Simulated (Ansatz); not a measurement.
**In8Se8 sheet: levels of theory**

Aim: for In8Se8 sheet, compare levels of theory; the runs are relaxing the atoms and single point.

Computed with Ansatz 0.2.0 (DFT LDA, scalar-relativistic, plane waves, PAW, and further levels as typed in the inputs, unless a step's input says otherwise).

**1. Starting point**

It takes space group P3m1 (No. 156, trigonal). The conventional cell has a = 4.000 Å, b = 4.000 Å, c = 48.340 Å, α = 90.00°, β = 90.00°, γ = 120.00°. Se (site symmetry 3m) is surrounded by 3 In at 2.65 Å. Around In (site symmetry 3m) lie 3 Se at 2.65 Å and 1 In at 2.79 Å. Only part of the 16 independent sites is listed.

Coordinates:

```cif
data_structure
_symmetry_space_group_name_H-M 'P 1'
_symmetry_Int_Tables_number 1
_cell_length_a 4.0000
_cell_length_b 4.0000
_cell_length_c 48.3400
_cell_angle_alpha 90.000
_cell_angle_beta 90.000
_cell_angle_gamma 120.000
_cell_volume 669.82
loop_
_atom_site_label
_atom_site_type_symbol
_atom_site_fract_x
_atom_site_fract_y
_atom_site_fract_z
_atom_site_occupancy
Se1 Se 0.33333 0.66667 0.18618 1
In1 In 0.00000 0.00000 0.21297 1
In2 In 0.00000 0.00000 0.27069 1
Se2 Se 0.33333 0.66667 0.29748 1
Se3 Se 0.00000 0.00000 0.35830 1
In3 In 0.66667 0.33333 0.38508 1
In4 In 0.66667 0.33333 0.44280 1
Se4 Se 0.00000 0.00000 0.46959 1
Se5 Se 0.66667 0.33333 0.53041 1
In5 In 0.33333 0.66667 0.55720 1
In6 In 0.33333 0.66667 0.61492 1
Se6 Se 0.66667 0.33333 0.64170 1
Se7 Se 0.33333 0.66667 0.70252 1
In7 In 0.00000 0.00000 0.72931 1
In8 In 0.00000 0.00000 0.78703 1
Se8 Se 0.33333 0.66667 0.81382 1
```

**2. Relaxing the atoms: In8Se8 sheet, no spin**

input.yaml

```yaml
crystal:
  lattice:
    - [4.0, 0.0, 0.0]
    - [-2.0, 3.4641016151, 0.0]
    - [0.0, 0.0, 48.34]
  atoms:
    - { symbol: Se, position: [0.3333333333, 0.6666666667, 0.1861812164] }
    - { symbol: In, position: [0.0, 0.0, 0.2129706247] }
    - { symbol: In, position: [0.0, 0.0, 0.2706868018] }
    - { symbol: Se, position: [0.3333333333, 0.6666666667, 0.2974762102] }
    - { symbol: Se, position: [0.0, 0.0, 0.3582954075] }
    - { symbol: In, position: [0.6666666667, 0.3333333333, 0.3850848159] }
    - { symbol: In, position: [0.6666666667, 0.3333333333, 0.442800993] }
    - { symbol: Se, position: [0.0, 0.0, 0.4695904013] }
    - { symbol: Se, position: [0.6666666667, 0.3333333333, 0.5304095987] }
    - { symbol: In, position: [0.3333333333, 0.6666666667, 0.557199007] }
    - { symbol: In, position: [0.3333333333, 0.6666666667, 0.6149151841] }
    - { symbol: Se, position: [0.6666666667, 0.3333333333, 0.6417045925] }
    - { symbol: Se, position: [0.3333333333, 0.6666666667, 0.7025237898] }
    - { symbol: In, position: [0.0, 0.0, 0.7293131982] }
    - { symbol: In, position: [0.0, 0.0, 0.7870293753] }
    - { symbol: Se, position: [0.3333333333, 0.6666666667, 0.8138187836] }
  periodic: [true, true, false]
scf:
  occupations: { method: gaussian, width: 0.02 }
  n_extra_bands: 6
output:
  forces: true
  stress: false
  write_density: true
  write_potential: true
  elf: true
  volumetric_format: npy
kpoints:
  mp_grid: { grid: [10, 10, 1] }
hamiltonian:
  xc: lda
relax:
  f_tol: 0.004
  max_steps: 100
```

On the command line:

```bash
> ansatz run input.yaml --threads 8 --pin off --max-ram 24576MiB --backend cpu --events-out ev --progress --plain --runs-dir out
```

Log, cut to the lines that bear on the results:

```text
Warning: crystal.periodic: the lattice vector that does not repeat stood 0.000° off the slab's normal, 48.340 Å along it as the deck builds it. The run solves the slab on a vector along the normal, 84.480 Å long, with every atom where it was (on the deck's vector they left 18.00 Å outside [...]
Warning: RAYON_NUM_THREADS=8 ignored (pool sized by the plan → 8); use --threads N
[...]
scf.n_extra_bands = 6 over 116 filled bands (N_el = 232.0): the run solves 122 bands
[...]
Pseudopotentials: kind: paw
Pseudopotential: Se, paw, valence charge 16, recommended cutoff 420 eV (normal), Se.paw.azcp
Pseudopotential: In, paw, valence charge 13, recommended cutoff 420 eV (normal), In.paw.azcp
Functional definition: SPW92
[...]
Crystal: 16 atoms, lattice volume = 1170.589 Å³
Basis set: ecut = 420 eV, 23071 PW (Γ)
Bands: 122, of which v1, the nominal top of the filled ones, is band 116 counted from 1 (115 counted from 0)
Symmetry: 6 space group operations
Space group: P3m1 (ITA 156), of the structure as read, at distance tolerance 1.1e-4 Å
k-points: 14 of 100 (time reversal used)
[...]
SCF iter   1: F=—  HF=-86730.839532 eV  |F-HF|=—  |Δ(HF+E_count)|=         —  Δρ=4.30e-3  dr2=3.35e-1  ethr=1.77e-3  ⟨swp⟩=9.1  Hψ=8638  notcnv=0
[...]
relax step   1: F+E_penalty+E_count = -86730.76169403 eV  Δ(F+E_penalty+E_count) = +0.000e0 eV  max|allowed force component| = 3.247e-1 eV/Å  Δτ_max = 0.0000 Å  (12 SCF iters, dr2 threshold 4.00e-7 eV, accepted)
[...]
relax step   3: F+E_penalty+E_count = -86730.82518871 eV  Δ(F+E_penalty+E_count) = -6.349e-2 eV  max|allowed force component| = 4.320e-2 eV/Å  Δτ_max = 0.0914 Å  (10 SCF iters, dr2 threshold 1.00e-7 eV, accepted)
[...]
WARN: The output density's exchange-correlation potential varies sharply where the density is thin. Do not read a vacuum level from v_tot or v_xc, or from such a field of the output density. On a cell that repeats whose density bears no net charge and no dipole along the vacuum's axis use [...]
  atom   7  In     0.00000000    -0.00000000     0.00046705
  atom   8  Se     0.00000000     0.00000000     0.00069528
[...]
--- Band table (eV; the first three rows and the last of 14) ---
[...]
--- Relaxed structure (9 steps of the walk, 8 accepted, 0 SCFs on fresh bases) ---
  F+E_penalty+E_count = -86730.84938653 eV   max|allowed force component| = 2.097e-3 eV/Å
  cell:  # Å, volume = 1170.5892 Å³
    - [3.9999999999782023, 0.0, 0.0]
    - [-1.9999999999891012, 3.4641016151188775, 0.0]
    - [0.0, 0.0, 84.47999999689601]
  atoms:
    - { symbol: Se, position: [0.33333333333333337, 0.6666666666666667, 0.11161375186125126] }
    - { symbol: In, position: [-1.8503717076816678e-17, -2.2551405187698492e-17, 0.1263790254019471] }
    - { symbol: In, position: [-1.8503717076816678e-17, -2.2551405187698492e-17, 0.15883990926622005] }
    - { symbol: Se, position: [0.33333333333333337, 0.6666666666666667, 0.17366989810336184] }
    - { symbol: Se, position: [-1.8503717076816678e-17, -2.2551405187698492e-17, 0.2072277861473763] }
    - { symbol: In, position: [0.6666666666666667, 0.33333333333333337, 0.22203163709180118] }
    - { symbol: In, position: [0.6666666666666667, 0.33333333333333337, 0.2545064550134763] }
    - { symbol: Se, position: [-1.8503717076816678e-17, -2.2551405187698492e-17, 0.2693302666677283] }
    - { symbol: Se, position: [0.6666666666666667, 0.33333333333333337, 0.302900062716808] }
    - { symbol: In, position: [0.33333333333333337, 0.6666666666666667, 0.3177076038122961] }
    - { symbol: In, position: [0.33333333333333337, 0.6666666666666667, 0.35018290374684236] }
    - { symbol: Se, position: [0.6666666666666667, 0.33333333333333337, 0.36500441522386085] }
    - { symbol: Se, position: [0.33333333333333337, 0.6666666666666667, 0.3985302766063966] }
    - { symbol: In, position: [-1.8503717076816678e-17, -2.255140518769849e-17, 0.4133477177895593] }
    - { symbol: In, position: [-1.8503717076816678e-17, -2.2551405187698492e-17, 0.44580504567294366] }
    - { symbol: Se, position: [0.33333333333333337, 0.6666666666666667, 0.460574760197838] }
```

Run time: 5.1 min. Hardware: 8 threads of Intel Xeon Platinum 8259CL at 2.50GHz (Skylake/Cascade Lake), shared host; peak memory 5.9 GiB.

Step by step:

```csv
step,E - E(step 1) (eV/cell),largest force component (eV/Å)
1,0.0000,0.3247
2,0.0614,0.3523
3,-0.0635,0.0432
4,-0.0748,0.0191
5,-0.0854,0.0107
6,-0.0876,0.0078
7,-0.0877,0.0031
8,-0.0877,0.0029
9,-0.0877,0.0021
```

Step 1 is the start. Step 2 was tried and not accepted.

Density in a lattice plane of the grid's cell (edges 4.00 and 84.48 Å, at 0.667 of the third edge), which holds Se and In.

Ten even steps from ' ' (0.00 e/Å³) to '@' (32.73 e/Å³):
```
            
            
            
            
            
            
            
            
            
            
            
    @@      
    --      
            
            
            
            
            
            
            
```
Columns run along the first of these edges and rows up along the second, over one cell in 6 and 20 even steps from the bottom left corner. Atoms in the plane (fractional): Se at (0.33, 0.11), Se at (0.33, 0.17), In at (0.33, 0.32), In at (0.33, 0.35), Se at (0.33, 0.40), Se at (0.33, 0.46).

ELF in the same plane.

Ten even steps from '0' (0.00) to '9' (0.87):
```
000000
000000
000000
000000
000000
000000
000000
000000
000000
000000
388832
681861
220223
621267
210122
500057
211123
499940
000000
000000
```
Columns run along the first of these edges and rows up along the second, over one cell in 6 and 20 even steps from the bottom left corner. Atoms in the plane (fractional): Se at (0.33, 0.11), Se at (0.33, 0.17), In at (0.33, 0.32), In at (0.33, 0.35), Se at (0.33, 0.40), Se at (0.33, 0.46).

Both are smooth fields of the valence electrons: close to the nuclei they are not physical.

Maxima of ELF outside the ion cores: 0.88 beside Se, off the lines to its neighbours, 0.8 Å from Se; 0.81 on the Se–In line, 0.9 Å from Se; 0.81 in the shell around Se, 0.8 Å from Se.

**3. Single point**

It takes the final geometry of step 2.

input.yaml

```yaml
crystal:
  lattice:
    - [4.0, 0.0, 0.0]
    - [-2.0, 3.4641016151, 0.0]
    - [0.0, 0.0, 84.4799999969]
  atoms:
    - { symbol: Se, position: [0.3333333333, 0.6666666667, 0.1116137519] }
    - { symbol: In, position: [0.0, 0.0, 0.1263790254] }
    - { symbol: In, position: [0.0, 0.0, 0.1588399093] }
    - { symbol: Se, position: [0.3333333333, 0.6666666667, 0.1736698981] }
    - { symbol: Se, position: [0.0, 0.0, 0.2072277861] }
    - { symbol: In, position: [0.6666666667, 0.3333333333, 0.2220316371] }
    - { symbol: In, position: [0.6666666667, 0.3333333333, 0.254506455] }
    - { symbol: Se, position: [0.0, 0.0, 0.2693302667] }
    - { symbol: Se, position: [0.6666666667, 0.3333333333, 0.3029000627] }
    - { symbol: In, position: [0.3333333333, 0.6666666667, 0.3177076038] }
    - { symbol: In, position: [0.3333333333, 0.6666666667, 0.3501829037] }
    - { symbol: Se, position: [0.6666666667, 0.3333333333, 0.3650044152] }
    - { symbol: Se, position: [0.3333333333, 0.6666666667, 0.3985302766] }
    - { symbol: In, position: [0.0, 0.0, 0.4133477178] }
    - { symbol: In, position: [0.0, 0.0, 0.4458050457] }
    - { symbol: Se, position: [0.3333333333, 0.6666666667, 0.4605747602] }
  periodic: [true, true, false]
scf:
  occupations: { method: gaussian, width: 0.01 }
  n_extra_bands: 6
output:
  eigenvalues: true
  eigenstates: { kpoints: [[0.0, 0.0, 0.0]], top_band: c3, e_range: [-3, 4] }
kpoints:
  mp_grid: { grid: [10, 10, 1] }
hamiltonian:
  xc: lda
```

On the command line:

```bash
> ansatz run input.yaml --threads 8 --pin off --max-ram 24576MiB --backend cpu --events-out ev --progress --plain --runs-dir out
```

Log, cut to the lines that bear on the results:

```text
Warning: RAYON_NUM_THREADS=8 ignored (pool sized by the plan → 8); use --threads N
scf.n_extra_bands = 6 over 116 filled bands (N_el = 232.0): the run solves 122 bands
[...]
Pseudopotentials: kind: paw
Pseudopotential: Se, paw, valence charge 16, recommended cutoff 420 eV (normal), Se.paw.azcp
Pseudopotential: In, paw, valence charge 13, recommended cutoff 420 eV (normal), In.paw.azcp
Functional definition: SPW92
[...]
Crystal: 16 atoms, lattice volume = 1170.589 Å³
Basis set: ecut = 420 eV, 23071 PW (Γ)
Bands: 122, of which v1, the nominal top of the filled ones, is band 116 counted from 1 (115 counted from 0)
Symmetry: 6 space group operations
Space group: P3m1 (ITA 156), of the structure as read, at distance tolerance 1.1e-4 Å
k-points: 14 of 100 (time reversal used)
[...]
SCF iter   1: F=—  HF=-86730.927370 eV  |F-HF|=—  |Δ(HF+E_count)|=         —  Δρ=4.31e-3  dr2=3.09e-1  ethr=1.77e-3  ⟨swp⟩=9.4  Hψ=8768  notcnv=0
[...]
SCF iter  12: F=-86730.849387 eV  HF=-86730.849387 eV  |F-HF|=3.19e-8  |Δ(HF+E_count)|=   7.83e-8  Δρ=1.25e-6  dr2=4.38e-8  ethr=4.31e-11  ⟨swp⟩=10.8  Hψ=7531  notcnv=0
[...]
NSCF: frozen V_eff on 1 k-points
SCF converged after 12 iterations
Free energy (F): -86730.849387 eV
[...]
E sigma→0 (E₀):  -86730.849387 eV
Fermi energy:    -5.251437 eV
[...]
--- Band table (eV; the first three rows and the last of 14) ---
[...]
```

Wall time 46 s (8 threads of Intel Xeon Platinum 8259CL at 2.50GHz (Skylake/Cascade Lake), shared host); peak memory 5.7 GiB.

**4. Single point: r2SCAN**

It takes the final geometry of step 2.

Edit input.yaml of step 3 so:

```diff
@@ -32,2 +32,2 @@
 hamiltonian:
-  xc: lda
+  xc: r2scan
```

On the command line:

```bash
> ansatz run input.yaml --threads 8 --pin off --max-ram 24576MiB --backend cpu --events-out ev --progress --plain --runs-dir out
```

Log, cut to the lines that bear on the results:

```text
Warning: RAYON_NUM_THREADS=8 ignored (pool sized by the plan → 8); use --threads N
scf.n_extra_bands = 6 over 116 filled bands (N_el = 232.0): the run solves 122 bands
[...]
Pseudopotentials: kind: paw
Pseudopotential: Se, paw, valence charge 16, recommended cutoff 500 eV (meta_gga), Se.paw.azcp
Pseudopotential: In, paw, valence charge 13, recommended cutoff 500 eV (meta_gga), In.paw.azcp
Functional definition: r2SCAN
[...]
Crystal: 16 atoms, lattice volume = 1170.589 Å³
Basis set: ecut = 500 eV, 29967 PW (Γ), exchange–correlation on 120×120×2500 points (64 copies of the dense FFT grid, shifted against one another)
Bands: 122, of which v1, the nominal top of the filled ones, is band 116 counted from 1 (115 counted from 0)
Symmetry: 6 space group operations
Space group: P3m1 (ITA 156), of the structure as read, at distance tolerance 1.1e-4 Å
k-points: 14 of 100 (time reversal used)
[...]
SCF iter   1: F=—  HF=-88730.095344 eV  |F-HF|=—  |Δ(HF+E_count)|=         —  Δρ=3.64e-3  dr2=1.37e-1  dr2_τ=6.82e-2  ethr=1.77e-3  ⟨swp⟩=9.5  Hψ=8862  notcnv=0
[...]
SCF iter  11: F=-88730.155278 eV  HF=-88730.155278 eV  |F-HF|=4.93e-9  |Δ(HF+E_count)|=   4.93e-8  Δρ=1.09e-6  dr2=1.29e-8  dr2_τ=4.17e-10  ethr=4.31e-11  ⟨swp⟩=10.4  Hψ=5722  notcnv=0
[...]
NSCF: frozen V_eff on 1 k-points
SCF converged after 11 iterations
Free energy (F): -88730.155278 eV
[...]
E sigma→0 (E₀):  -88730.155278 eV
Fermi energy:    -4.990601 eV
[...]
--- Band table (eV; the first three rows and the last of 14) ---
[...]
```

Wall time 80 s (8 threads of Intel Xeon Platinum 8259CL at 2.50GHz (Skylake/Cascade Lake), shared host); peak memory 8.8 GiB.

**5. Single point: HSE06, mesh 6×6×1**

It takes the final geometry of step 2.

Edit input.yaml of step 4 so:

```diff
@@ -29,5 +29,9 @@
   eigenstates: { kpoints: [[0.0, 0.0, 0.0]], top_band: c3, e_range: [-3, 4] }
+  write_density: true
+  write_potential: true
+  elf: true
+  volumetric_format: npy
 kpoints:
-  mp_grid: { grid: [10, 10, 1] }
+  mp_grid: { grid: [6, 6, 1] }
 hamiltonian:
-  xc: r2scan
+  xc: hse06
```

On the command line:

```bash
> ansatz run input.yaml --threads 8 --pin off --max-ram 24576MiB --backend cpu --events-out ev --progress --plain --runs-dir out
```

Log, cut to the lines that bear on the results:

```text
Warning: RAYON_NUM_THREADS=8 ignored (pool sized by the plan → 8); use --threads N
scf.n_extra_bands = 6 over 116 filled bands (N_el = 232.0): the run solves 122 bands
[...]
Pseudopotentials: kind: paw
Pseudopotential: Se, paw, valence charge 16, recommended cutoff 420 eV (normal), Se.paw.azcp
Pseudopotential: In, paw, valence charge 13, recommended cutoff 420 eV (normal), In.paw.azcp
Functional definition: HSE06
[...]
Crystal: 16 atoms, lattice volume = 1170.589 Å³
Basis set: ecut = 420 eV, 23071 PW (Γ)
Bands: 122, of which v1, the nominal top of the filled ones, is band 116 counted from 1 (115 counted from 0)
Symmetry: 6 space group operations
Space group: P3m1 (ITA 156), of the structure as read, at distance tolerance 1.1e-4 Å
k-points: 7 of 36 (time reversal used)
[...]
SCF iter   1: F=—  HF=-88543.210209 eV  |F-HF|=—  |Δ(HF+E_count)|=         —  Δρ=1.33e-3  dr2=8.84e-2  ethr=1.77e-3  ⟨swp⟩=7.3  Hψ=3495  notcnv=0
[...]
SCF 1 stopped early in 8 iterations: F = -88543.209948 eV  dr2 = 3.14e-5
[...]
Frozen-core exchange: fock
[...]
Frozen-core exchange: fock
[...]
SCF iter   7: F=-88587.521289 eV  HF=-88587.521289 eV  |F-HF|=1.47e-8  |Δ(HF+E_count)|=   3.29e-8  Δρ=8.17e-7  dr2=4.48e-8  ethr=9.44e-11  ⟨swp⟩=4.6  Hψ=1873  notcnv=0
[...]
hybrid outer 2: dexx = +6.702e-6 eV, tail = 2.84e-7 eV, Δε = 6.66e-3 eV (about 2.88e-4 eV left of the loop's levels)
NSCF: frozen V_eff on 1 k-points
WARN: The output density's exchange-correlation potential varies sharply where the density is thin. Do not read a vacuum level from v_tot or v_xc, or from such a field of the output density. On a cell that repeats whose density bears no net charge and no dipole along the vacuum's axis use [...]
hybrid SCF converged: 2 outer / 17 inner (+8 warm-up), last move |dexx| = 6.70e-6 eV, tail = 2.84e-7 eV
Stability not checked: this state was not tested for a lower state beside it, because the functional holds exact exchange (a hybrid, or Hartree-Fock), whose exchange loop this test does not read (fock_operator; see scf.lower_state_search)
Free energy (F): -88587.521289 eV
Frozen-core exchange: fock
[...]
E sigma→0 (E₀):  -88587.521289 eV
Fermi energy:    -5.039784 eV
[...]
--- Band table (eV; the first three rows and the last of 7) ---
[...]
  the weakly bound empty levels are not read free of the cell's end (exact_exchange)
```

Wall time 40 min (8 threads of Intel Xeon Platinum 8259CL at 2.50GHz (Skylake/Cascade Lake), shared host); peak memory 21 GiB.

Density in a lattice plane of the grid's cell (edges 4.00 and 84.48 Å, at 0.667 of the third edge), which holds Se and In.

Ten even steps from '0' (0.00 e/Å³) to '9' (32.79 e/Å³):
```
000000
000000
000000
000000
000000
000000
000000
000000
000000
000000
000000
009000
003000
000000
000000
000000
000000
000000
000000
000000
```
Columns run along the first of these edges and rows up along the second, over one cell in 6 and 20 even steps from the bottom left corner. Atoms in the plane (fractional): Se at (0.33, 0.11), Se at (0.33, 0.17), In at (0.33, 0.32), In at (0.33, 0.35), Se at (0.33, 0.40), Se at (0.33, 0.46).

ELF in the same plane.

Ten even steps from ' ' (0.00) to '@' (0.88):
```
            
            
            
            
            
            
            
            
            
            
--%%##%%--..
**%%..%%**..
::::  ::::--
**::..::**##
::      ::::
++      ++##
::......::--
++@@@@@@==  
            
            
```
Columns run along the first of these edges and rows up along the second, over one cell in 6 and 20 even steps from the bottom left corner. Atoms in the plane (fractional): Se at (0.33, 0.11), Se at (0.33, 0.17), In at (0.33, 0.32), In at (0.33, 0.35), Se at (0.33, 0.40), Se at (0.33, 0.46).

Both are smooth fields of the valence electrons: close to the nuclei they are not physical.

Outside the cores ELF peaks at 0.88 beside Se, off the lines to its neighbours, 0.9 Å from Se; 0.81 on the Se–In line, 0.9 Å from Se; 0.63 between the atoms, 1.5 Å from In.

**6. The runs side by side**

```
step   level   k mesh  energy above the lowest (eV)  gap on the mesh (eV)     time
   2     LDA  10×10×1                         0.000                  0.46  5.1 min
   3     LDA  10×10×1                         0.000                  0.46     46 s
   4  r2SCAN  10×10×1                           n/a                  1.07     80 s
   5   HSE06    6×6×1                           n/a                  1.37   40 min
```

Energies compare only among runs of one formula, size, charge, level and basis; each such set counts from its lowest member.

In words: The rows set the runs side by side; convergence of the settings was not tested in this session.
